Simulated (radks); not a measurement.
# Pr⁴³⁺ in [Ne] 3s2 3p3 4f1: an all-electron calculation

Aim: the levels, the sizes of the orbitals and the parts of the energy of the praseodymium ion Pr43+.

Method: Dirac Kohn-Sham, PBE, spin-unpolarised, spherical densities, finite nucleus; open shells fill j = l - 1/2 first. Code: radks (a radial shooting solver on a logarithmic mesh, Libxc functionals) version 1.

### 1 The system

| Quantity | Value |
| --- | --- |
| element | praseodymium (Z = 59) |
| charge | +43 |
| electrons | 16 |
| configuration | [Ne] 3s2 3p3 4f1 |
| nuclear rms radius | 4.8919 fm |

### 2 The calculation

The run's settings:

```text
Z 59
configuration [Ne] 3s2 3p3 4f1 4s0 3d0 4p0 5f0
relativity Dirac
functional pbe,pbe
spin unpolarised
j_filling energy
nucleus finite rms 4.8919 fm
c 137.035999084
```

Run with:

```sh
$ python run_ks.py task.json out
```

The same process makes all the runs of this session.

What does the calculation give?

**Answer**, as computed:

| quantity | value |
| --- | --- |
| total energy | -7512.8378 hartree |
| exchange-correlation share of it | 1.65 % |
| −T/E | 1.0907 |
| highest occupied level | 4f5/2, -1666.9 eV |
| most extended occupied level | 4f5/2, <r> = 0.391 bohr |
| radius at density 0.001 e/bohr³ | 0.951 bohr |
| maxima of the radial density | 3 |

4 principal shells are occupied and 3 maxima appear in the radial density; where shells overlap, one shows as a shoulder or not at all. Relativity lifts −T/E to 1.091. This is not the tabulated ground configuration, so its levels and sizes aren't those of the ground state, and no measured value stands beside it.
